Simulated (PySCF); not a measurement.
# C₁₀H₁₆NP: magnetic properties

What do calculations give for the magnetic properties of C₁₀H₁₆NP (`CC1C=CP(N2CCCC2)C=C1`)?

Computed with PySCF 2.14.0 and routines of our own; the level stands in each step. Atoms count from 0.

## (1) The starting structure

28 atoms, charge 0, multiplicity 1; geometry from: GFN2-xTB.

## (2) Magnetic properties: GIAO BHandHLYP/pcSseg-1

Job settings and geometry (Å):

```
{"job": {"kind": "mag", "xc": "BHandHLYP", "basis": "pcSseg-1", "isotopologues": 0}, "charge": 0, "multiplicity": 1}
C      3.644368     0.255512    -0.807427
C      2.884280    -0.110464     0.476851
C      1.878847     0.963050     0.783581
C      0.684677     1.019812     0.211246
P      0.157532    -0.183975    -1.057589
N     -1.412921    -0.664628    -0.600533
C     -2.548934    -0.097031    -1.302509
C     -3.068385     1.012495    -0.382534
C     -2.770778     0.474020     1.026231
C     -1.815634    -0.716817     0.796670
C      1.045937    -1.583333    -0.316642
C      2.210028    -1.441846     0.300577
H      4.144366     1.215167    -0.693742
H      2.938604     0.321903    -1.633850
H      4.387143    -0.504758    -1.039137
H      3.604566    -0.176441     1.299264
H      2.186609     1.713190     1.501467
H     -0.005080     1.826916     0.424880
H     -3.312605    -0.876017    -1.418660
H     -2.255230     0.258766    -2.290131
H     -4.126156     1.216175    -0.536103
H     -2.510105     1.930882    -0.569054
H     -3.681567     0.142608     1.523281
H     -2.305862     1.236178     1.650365
H     -0.942325    -0.693369     1.450258
H     -2.345810    -1.661182     0.966678
H      0.580940    -2.550552    -0.454896
H      2.732599    -2.298902     0.705668
```

Level: GIAO BHandHLYP/pcSseg-1 magnetisability, rotational g tensor and spin-rotation constants, non-relativistic, gas phase.

Run with:

```sh
OMP_NUM_THREADS=1 python excited_run.py task.json out
```

The driver reads the jobs from task.json and runs them one after another.

Standard output:

```text
coarse grid: 23472 points
cycle   1  E = -786.2724487303  dE =  2.270e+00  |g| = 4.236e-01  |ddm| = 4.887e+00
cycle   2  E = -786.3115336803  dE = -3.908e-02  |g| = 2.605e-01  |ddm| = 7.163e-01
cycle   3  E = -786.3271647085  dE = -1.563e-02  |g| = 7.812e-02  |ddm| = 3.278e-01
cycle   4  E = -786.3285427812  dE = -1.378e-03  |g| = 2.482e-02  |ddm| = 9.969e-02
cycle   5  E = -786.3286749778  dE = -1.322e-04  |g| = 8.518e-03  |ddm| = 3.211e-02
cycle   6  E = -786.3286939041  dE = -1.893e-05  |g| = 1.603e-03  |ddm| = 1.130e-02
cycle   7  E = -786.3286946428  dE = -7.387e-07  |g| = 6.191e-04  |ddm| = 2.840e-03
final grid: 220952 points
cycle   8  E = -786.3938302929  dE = -3.735e-05  |g| = 4.155e-03  |ddm| = 2.618e-02
cycle   9  E = -786.3938316130  dE = -1.320e-06  |g| = 3.518e-03  |ddm| = 7.449e-03
cycle  10  E = -786.3938346764  dE = -3.063e-06  |g| = 3.113e-04  |ddm| = 3.460e-03
cycle  11  E = -786.3938346948  dE = -1.841e-08  |g| = 1.646e-04  |ddm| = 5.825e-04
cycle  12  E = -786.3938347008  dE = -5.939e-09  |g| = 5.587e-05  |ddm| = 2.427e-04
cycle  13  E = -786.3938347015  dE = -7.201e-10  |g| = 1.127e-05  |ddm| = 6.179e-05
converged SCF energy = -786.3938347015

Magnetisability tensor (1e-30 J/T^2)
    -2031.59      -68.23      174.57
      -68.23    -1918.03       68.17
      174.57       68.17    -2137.38
isotropic -2029.00   principal values   -2291.30  -1912.21  -1883.49
isotropic susceptibility -122.189 1e-6 cm^3/mol

Inertial axes            a          b          c
rot. const./GHz      1.9680     0.5148     0.4983
chi total          -121.432   -115.694   -129.441
chi diamagnetic    -808.852  -2563.696  -2638.086
chi paramagnetic    687.420   2448.002   2508.644
quadrupole/D A        8.556     -3.123     -5.433
g nuclear            0.6120     0.5861     0.5850
g electronic        -0.6356    -0.5920    -0.5872
g total             -0.0236    -0.0059    -0.0022

Spin-rotation constants (kHz, H = +C I.J)
atom  isotope        aa         bb         cc
  4    31P        2.942      0.941      0.730
  5    14N        0.103      0.028      0.025
 12     1H       -0.176     -0.013     -0.043
 13     1H       -0.106     -0.050     -0.029
 14     1H       -0.074     -0.028     -0.054
 15     1H       -0.048     -0.044     -0.029
 16     1H       -0.180      0.050     -0.054
 17     1H       -0.017      0.004     -0.057
 18     1H       -0.095     -0.020     -0.039
 19     1H       -0.177     -0.055      0.018
 20     1H        0.056     -0.057     -0.054
 21     1H       -0.142     -0.030     -0.030
 22     1H       -0.037     -0.056     -0.032
 23     1H       -0.172      0.006     -0.056
 24     1H       -0.012     -0.046     -0.034
 25     1H       -0.143     -0.025     -0.021
 26     1H       -0.154      0.021     -0.033
 27     1H       -0.085     -0.033      0.002
  0    13C*       0.306      0.079      0.070
  1    13C*       0.383      0.086      0.076
  2    13C*       0.672      0.272      0.074
  3    13C*       0.716      0.242      0.087
  6    13C*       0.365      0.111      0.100
  7    13C*       0.328      0.077      0.081
* in the singly substituted isotopologue
```

Wall time 2 min (1 thread of Intel Xeon 6975P-C, shared host); peak memory 1.5 GiB.

In short:

```csv
quantity,value
magnetisability,-2029·10⁻³⁰ J/T²
molar susceptibility,-122.2·10⁻⁶ cm³/mol
"rotational g (a, b, c)","-0.0236, -0.0059, -0.0022"
```

## (3) Magnetic properties: GIAO HF/6-31G*

Settings changed since step 2:

```diff
@@ -1,2 +1,2 @@
-{"job": {"kind": "mag", "xc": "BHandHLYP", "basis": "pcSseg-1", "isotopologues": 0}, "charge": 0, "multiplicity": 1}
+{"job": {"kind": "mag", "xc": "HF", "basis": "6-31G*", "scf": {"level_shift": 0.2}}, "charge": 0, "multiplicity": 1}
 C      3.644368     0.255512    -0.807427
```

With the program's defaults for keys left out, this is: GIAO HF/6-31G* magnetisability, rotational g tensor and spin-rotation constants, non-relativistic, gas phase.

Standard output:

```text
final grid: 220952 points
cycle   1  E = -782.9409589320  dE =  3.399e+00  |g| = 6.679e-01  |ddm| = 4.823e+00
cycle   2  E = -783.0920391957  dE = -1.511e-01  |g| = 2.182e-01  |ddm| = 7.660e-01
cycle   3  E = -783.1100609356  dE = -1.802e-02  |g| = 8.093e-02  |ddm| = 3.244e-01
cycle   4  E = -783.1130892241  dE = -3.028e-03  |g| = 2.137e-02  |ddm| = 1.525e-01
cycle   5  E = -783.1134532849  dE = -3.641e-04  |g| = 8.988e-03  |ddm| = 6.329e-02
cycle   6  E = -783.1135242005  dE = -7.092e-05  |g| = 3.515e-03  |ddm| = 2.780e-02
cycle   7  E = -783.1135375759  dE = -1.338e-05  |g| = 1.435e-03  |ddm| = 1.180e-02
cycle   8  E = -783.1135402303  dE = -2.654e-06  |g| = 5.621e-04  |ddm| = 5.475e-03
cycle   9  E = -783.1135406305  dE = -4.002e-07  |g| = 2.172e-04  |ddm| = 2.130e-03
cycle  10  E = -783.1135406935  dE = -6.297e-08  |g| = 8.783e-05  |ddm| = 8.615e-04
cycle  11  E = -783.1135407039  dE = -1.038e-08  |g| = 3.310e-05  |ddm| = 3.564e-04
cycle  12  E = -783.1135407053  dE = -1.477e-09  |g| = 1.368e-05  |ddm| = 1.284e-04
cycle  13  E = -783.1135407056  dE = -2.540e-10  |g| = 5.991e-06  |ddm| = 5.208e-05
level shift removed, Fock matrix diagonalised once more
converged SCF energy = -783.1135407056

Magnetisability tensor (1e-30 J/T^2)
    -2077.63      -64.76      161.33
      -64.76    -1949.20       64.92
      161.33       64.92    -2168.16
isotropic -2065.00   principal values   -2313.17  -1959.67  -1922.15
isotropic susceptibility -124.357 1e-6 cm^3/mol

Inertial axes            a          b          c
rot. const./GHz      1.9680     0.5148     0.4983
chi total          -124.254   -117.774   -131.043
chi diamagnetic    -807.808  -2563.033  -2637.100
chi paramagnetic    683.554   2445.260   2506.057
quadrupole/D A        8.307     -2.724     -5.584
g nuclear            0.6120     0.5861     0.5850
g electronic        -0.6320    -0.5914    -0.5866
g total             -0.0200    -0.0052    -0.0016

Spin-rotation constants (kHz, H = +C I.J)
atom  isotope        aa         bb         cc
  4    31P        2.417      0.797      0.612
  5    14N        0.079      0.020      0.018
 12     1H       -0.186     -0.016     -0.046
 13     1H       -0.116     -0.052     -0.030
 14     1H       -0.084     -0.030     -0.058
 15     1H       -0.064     -0.047     -0.032
 16     1H       -0.189      0.047     -0.057
 17     1H       -0.034      0.003     -0.059
 18     1H       -0.105     -0.022     -0.042
 19     1H       -0.188     -0.056      0.014
 20     1H        0.046     -0.059     -0.057
 21     1H       -0.152     -0.033     -0.033
 22     1H       -0.048     -0.058     -0.035
 23     1H       -0.183      0.003     -0.059
 24     1H       -0.026     -0.048     -0.037
 25     1H       -0.154     -0.028     -0.024
 26     1H       -0.166      0.017     -0.035
 27     1H       -0.098     -0.035     -0.000
  0    13C*       0.249      0.066      0.059
  1    13C*       0.303      0.069      0.060
  2    13C*       0.578      0.248      0.060
  3    13C*       0.605      0.221      0.068
  6    13C*       0.302      0.093      0.081
  7    13C*       0.265      0.063      0.067
* in the singly substituted isotopologue
```

Wall time 31 s (1 thread of Intel Xeon 6975P-C, shared host); peak memory 1.1 GiB.

Key values:

```csv
quantity,value
magnetisability,-2065·10⁻³⁰ J/T²
molar susceptibility,-124.4·10⁻⁶ cm³/mol
"rotational g (a, b, c)","-0.0200, -0.0052, -0.0016"
```

## (4) Magnetic properties side by side

```csv
level,ξ (10⁻³⁰ J/T²),g(a),g(b),gap (eV),functions,time
GIAO BHandHLYP/pcSseg-1,-2029,-0.0236,-0.0059,8.18,291,2 min
GIAO HF/6-31G*,-2065,-0.0200,-0.0052,12.48,204,31 s
```

## (5) Results

```
                                                quantity                      value
       magnetisability (step 2, GIAO BHandHLYP/pcSseg-1)           -2029·10⁻³⁰ J/T²
  molar susceptibility (step 2, GIAO BHandHLYP/pcSseg-1)        -122.2·10⁻⁶ cm³/mol
rotational g (a, b, c) (step 2, GIAO BHandHLYP/pcSseg-1)  -0.0236, -0.0059, -0.0022
                         magnetisability over the levels  -2065 to -2029·10⁻³⁰ J/T²
```

In words: The magnetisability spreads by 1.8 % over 2 levels, from GIAO HF/6-31G* (31 s) to GIAO BHandHLYP/pcSseg-1 (2 min); the runs took 31 s to 2 min. Two levels can agree by chance, so this spread shows no convergence. Vibrational averaging and real surroundings are missing from these values.
